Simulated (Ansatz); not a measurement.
# CHGa2 (quartet): wave-function methods side by side at a displaced geometry (v1), cc-pVDZ

An exercise on one series of results from a longer session: the logs are not shown, and one member is left open.

The runs use Ansatz 0.2.0, Gaussian basis; cc-pVDZ, core rule «outside noble gas», up to 29 orbitals frozen.

Plan: UHF; CCSD(T) on ROHF; CCSD(T) on UHF; BCCD(T) on ROHF; CISD as a restricted active space (open shells left free, so some higher excitations enter); CCSDT(Q) on ROHF; CCSDT(Q) on UHF.

22 further runs of the same task are left out: 1 for a known fault of the program, 10 that didn't finish, 11 set aside as unsound or not needed. Runs told in other sessions of the task aren't counted.

## The geometry

The geometry is a PBE0/def2-TZVP stationary point (not a proven minimum) with its atoms shifted at random (size 0.040 Å). No spin-orbit coupling is included. The filled d shell of Ga may be among the frozen orbitals whatever the setting's name suggests.

4 atoms, charge 0, spin multiplicity 4.

Atoms are counted from 1 here; the program's logs count them from 0.

Bond lengths: C1–Ga2 1.974 Å, C1–H4 1.064 Å, Ga2–Ga3 2.688 Å. Angles: Ga2–C1–H4 144.8°, C1–Ga2–Ga3 178.9°.

The first run:

in.yaml

```yaml
crystal:
  periodic: [false, false, false]
  atoms:
    - {symbol: C, position_ang: [0.002367, -0.191298, 1.437251]}
    - {symbol: Ga, position_ang: [0.001472, -0.141133, -0.536420]}
    - {symbol: Ga, position_ang: [0.049460, -0.064167, -3.222726]}
    - {symbol: H, position_ang: [-0.053299, 0.396598, 2.321896]}
basis:
  gaussian: {orbitals: cc-pVDZ}
magnetization: {spin_polarized: true, initial_magnetization: 3}
hamiltonian: {xc: hf}
output: {orbitals: {seedname: orbitals}}
```

Run with:

```
ansatz run in.yaml --threads 1 --pin off --events-out ev --progress --plain --max-ram 2393MiB
```

Among the steps run: UHF; CCSD(T) on ROHF; CCSD(T) on UHF; BCCD(T) on ROHF; CISD as a restricted active space (open shells left free, so some higher excitations enter); CCSDT(Q) on ROHF; CCSDT(Q) on UHF.

One table of the session follows, with a row left open; its other results are not shown here.

```
   method  from UCCSDT(Q) (kJ/mol)
     ROHF                        ?
      UHF                   +574.5
     RMP2                   +135.7
     UMP2                   +136.4
    RCCSD                    +26.2
    UCCSD                    +25.4
 RCCSD(T)                     +6.9
 UCCSD(T)                     +6.7
  BCCD(T)                     +6.8
   RCCSDT                     +1.8
   UCCSDT                     +1.4
RCCSDT(Q)                     +0.4
UCCSDT(Q)                        0
```

Estimate the missing values for ROHF.

**Answer.** from UCCSDT(Q) (kJ/mol): +597.9. In the column «from UCCSDT(Q) (kJ/mol)» it is the highest.

Not comparable, so not listed: CISD as a restricted active space (open shells left free, so some higher excitations enter) (they don't share determinant, frozen orbitals or solution with the rows shown, or repeat one).

Caveats from the session: Restricted and unrestricted rows rest on different reference determinants; a gap between their highest levels can come from leftover correlation error, from unlike frozen cores or from another state.
